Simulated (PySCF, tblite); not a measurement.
**C₆H₁₁NOSi: geometry, infrared bands and NMR shifts**

Wanted: the infrared bands and NMR shifts of C₆H₁₁NOSi (`CNCC1=C[SiH2]C=CO1`), by calculation.

The runs use tblite 0.8.0 and PySCF 2.14.0, with density-fitted response routines of our own; the level of theory stands in each step. All values are computed, except where a source is named. Atoms count from 0, in the outputs and in this text.

**1. The starting structure**

20 atoms, charge 0, multiplicity 1; geometry from: force field or distance geometry start.

Bonds of the start (Å): C0–N1 1.43, N1–C2 1.43, C2–C3 1.50, C3–C4 1.30, C4–Si5 1.87, Si5–C6 1.83, C6–C7 1.32, C7–O8 1.37, O8–C3 1.38, C0–H9 1.11, C0–H10 1.12, C0–H11 1.12, N1–H12 1.04, C2–H13 1.10, C2–H14 1.11, C4–H15 1.06, Si5–H16 1.49, Si5–H17 1.46, C6–H18 1.06, C7–H19 1.09.

**2. Optimising the geometry with GFN2-xTB**

What the job is given:

```
{"job": {"kind": "relax", "xc": "GFN2-xTB", "basis": "xTB"}, "charge": 0, "multiplicity": 1}
C      2.602300     0.729900     0.111300
N      2.194500    -0.385300    -0.687200
C      1.227000    -1.263200    -0.111500
C     -0.136400    -0.648200    -0.033100
C     -0.302600     0.563900    -0.475700
Si    -1.994100     1.361300    -0.389300
C     -2.996600     0.043400     0.401100
C     -2.426200    -1.095900     0.734800
O     -1.113200    -1.442200     0.542300
H      2.750400     1.630600    -0.521200
H      1.900700     0.957800     0.949300
H      3.620100     0.516000     0.530600
H      3.042000    -0.961600    -0.863200
H      1.552100    -1.531300     0.905000
H      1.114200    -2.217800    -0.671900
H      0.450300     1.167100    -0.915400
H     -1.914700     2.505100     0.562100
H     -2.480100     1.744800    -1.709500
H     -4.027100     0.178200     0.612000
H     -3.067900    -1.841900     1.200300
```

Started as:

```sh
OMP_NUM_THREADS=1 python probes_run.py task.json out
```

This one command runs all jobs of the session in turn.

**Question.** This job is followed by: GFN2-xTB harmonic vibrations, gas phase; GIAO PBE0/pcSseg-1 NMR shielding, non-relativistic, gas phase. What will the session give for the following? strongest single infrared mode (GFN2-xTB); zero-point energy (GFN2-xTB); ¹³C shifts against TMS (PBE0/pcSseg-1); ¹H shifts against TMS (PBE0/pcSseg-1, means over atoms taken as alike); ¹⁵N shifts against NH3 (PBE0/pcSseg-1); ²⁹Si shifts against TMS (PBE0/pcSseg-1); ¹⁷O shifts against H2O (PBE0/pcSseg-1); surface potential, 1st and 99th percentile.

**Answer**, as computed:

| quantity | value |
| --- | --- |
| strongest single infrared mode (GFN2-xTB) | 2165 cm⁻¹, 473 km/mol |
| zero-point energy (GFN2-xTB) | 97.7 kcal/mol |
| ¹³C shifts against TMS (PBE0/pcSseg-1) | 171.6, 161.3, 98.9, 92.7, 59.1, 36.3 ppm |
| ¹H shifts against TMS (PBE0/pcSseg-1, means over atoms taken as alike) | 7.29, 5.91, 5.16, 4.96, 3.42, 2.46, 0.61 ppm |
| ¹⁵N shifts against NH3 (PBE0/pcSseg-1) | 42.9 ppm |
| ²⁹Si shifts against TMS (PBE0/pcSseg-1) | -82.3 ppm |
| ¹⁷O shifts against H2O (PBE0/pcSseg-1) | 218.8 ppm |
| surface potential, 1st and 99th percentile | -1.08 V and 1.30 V |

In words: Over 134 steps the energy fell by 0.638 eV; of the close pairs, Si5–C6 changed most, 1.835 to 1.869 Å. No mode is imaginary among the 54: a minimum at this level. The strongest single mode, at 2165 cm⁻¹, moves mainly H16. Unscaled tight-binding wavenumbers are off by several per cent, some by more. Its intensities can rank the bands wrongly. The most deshielded hydrogen is H19 (hydrogen on an alkene carbon bearing oxygen), at 7.29 ppm: olefinic region. At PBE0/pcSseg-1: The largest span, 325 ppm, is at O8, where the paramagnetic term is -284 ppm.
